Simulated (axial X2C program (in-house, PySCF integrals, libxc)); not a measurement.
# Linear ClInCl⁻ at several levels

Aim: the two bond lengths and stretching wavenumbers of linear ClInCl⁻, with and without spin–orbit coupling, at PBE0, HF, PBE, MP2.

The runs use an in-house X2C program for linear molecules on PySCF integrals; all-electron X2C, two-component (2c) or spin-free, Cl dyall-av3z, In dyall-v3z.

All values are calculated.

1 further run of the same task is left out (set aside as unsound or not needed).

### Step 1. Input

The input, task.json:

```json
{"zs": [17, 49, 17], "q": -1, "bas": ["dyall-av3z", "dyall-v3z", "dyall-av3z"], "r0": [2.41, 2.41], "symm": 1, "scan": ["PBE0", "HF", "PBE"], "levels": ["PBE0", "HF", "LDA"], "nst": 2}
```

Keys: zs atomic numbers; q charge; bas basis sets; r0 starting distance in Å; symm equal bonds; scan levels of the two-bond scan (MP2 follows by itself at each HF point); levels methods; nst determinants followed.

Started as:

```
> python solin.py task.json out
```

Masses Cl 34.969, In 114.904, Cl 34.969 u.

### Step 2. Scan at PBE0, 2c

State: Ω = 0 (all partner blocks equally filled). Energies above the lowest point, from the job's result record:

| r(Cl–In) (Å) | r(In–Cl) (Å) | E (meV) |
| --- | --- | --- |
| 2.7105 | 2.7105 | 18.28 |
| 2.7105 | 2.7800 | 6.38 |
| 2.7105 | 2.8495 | 7.73 |
| 2.7800 | 2.7105 | 6.38 |
| 2.7800 | 2.7800 | 0.00 |
| 2.7800 | 2.8495 | 6.62 |
| 2.7800 | 2.9190 | 23.08 |
| 2.8495 | 2.7105 | 7.73 |
| 2.8495 | 2.7800 | 6.62 |
| 2.8495 | 2.8495 | 18.24 |
| 2.9190 | 2.7800 | 23.08 |
| 2.9190 | 2.9190 | 65.16 |

A quadratic surface with cubic terms in each bond gives the minimum at 2.778 and 2.778 Å, force constants 0.428, 0.428 and coupling 0.17 mdyn/Å.

### Step 3. Scan at HF, 2c

State: Ω = 0 (all partner blocks equally filled). Energies above the lowest point, from the job's result record:

| r(Cl–In) (Å) | r(In–Cl) (Å) | E (meV) |
| --- | --- | --- |
| 2.7105 | 2.7105 | 99.10 |
| 2.7105 | 2.7800 | 60.89 |
| 2.7105 | 2.8495 | 36.70 |
| 2.7800 | 2.7105 | 60.89 |
| 2.7800 | 2.7800 | 29.43 |
| 2.7800 | 2.8495 | 11.65 |
| 2.7800 | 2.9190 | 4.51 |
| 2.8495 | 2.7105 | 36.70 |
| 2.8495 | 2.7800 | 11.65 |
| 2.8495 | 2.8495 | 0.00 |
| 2.9190 | 2.7800 | 4.51 |
| 2.9190 | 2.9190 | 2.85 |

A quadratic surface with cubic terms in each bond gives the minimum at 2.876 and 2.876 Å, force constants 0.313, 0.313 and coupling 0.20 mdyn/Å.

### Step 4. Scan at PBE, 2c

State: Ω = 0 (all partner blocks equally filled). Energies above the lowest point, from the job's result record:

| r(Cl–In) (Å) | r(In–Cl) (Å) | E (meV) |
| --- | --- | --- |
| 2.7105 | 2.7105 | 24.42 |
| 2.7105 | 2.7800 | 9.72 |
| 2.7105 | 2.8495 | 8.80 |
| 2.7800 | 2.7105 | 9.72 |
| 2.7800 | 2.7800 | 0.00 |
| 2.7800 | 2.8495 | 3.83 |
| 2.7800 | 2.9190 | 17.99 |
| 2.8495 | 2.7105 | 8.80 |
| 2.8495 | 2.7800 | 3.83 |
| 2.8495 | 2.8495 | 12.18 |
| 2.9190 | 2.7800 | 17.99 |
| 2.9190 | 2.9190 | 53.14 |

A quadratic surface with cubic terms in each bond gives the minimum at 2.790 and 2.790 Å, force constants 0.429, 0.429 and coupling 0.15 mdyn/Å.

### Step 5. The levels side by side

| level | r(Cl–In) (Å) | r(In–Cl) (Å) | lower stretch (cm⁻¹) | upper stretch (cm⁻¹) |
| --- | --- | --- | --- | --- |
| PBE0, 2c | 2.778 | 2.778 | 143.2 | 169.8 |
| HF, 2c | 2.876 | 2.876 | 92.9 | 158.1 |
| PBE, 2c | 2.790 | 2.790 | 147.9 | 167.6 |
| MP2, 2c | 2.750 | 2.750 | 152.5 | 173.9 |
| PBE0, spin-free | 2.777 | 2.777 | 143.4 | 169.8 |
| HF, spin-free | 2.875 | 2.875 | 93.2 | 158.1 |
| PBE, spin-free | 2.789 | 2.789 | 148.0 | 167.7 |
| MP2, spin-free | 2.749 | 2.749 | 152.7 | 173.9 |

Scans not shown above were run alike.

In words: Over the levels the Cl–In bond spans 2.749 to 2.876 Å and the In–Cl bond 2.749 to 2.876 Å. At PBE0 spin–orbit coupling leaves both bonds unchanged to 0.001 Å. A spread of over 0.1 Å marks a weak, flat bond or a change of state between levels. Each state is one determinant, the lowest of a limited PBE0 search; the stretches come from a fit to few points and are good to some per cent at best. The lower stretch spreads by more than a fifth over the levels, so it depends strongly on the method. The stretches are sorted by size, and where the two bonds are alike the symmetric and antisymmetric modes can swap order between levels. MP2 freezes inner shells (threshold -2 hartree). For an anion the highest level of a functional can be positive, and the basis then holds the extra electron. The molecule was held linear; bending was not examined, so a bent shape may lie lower.
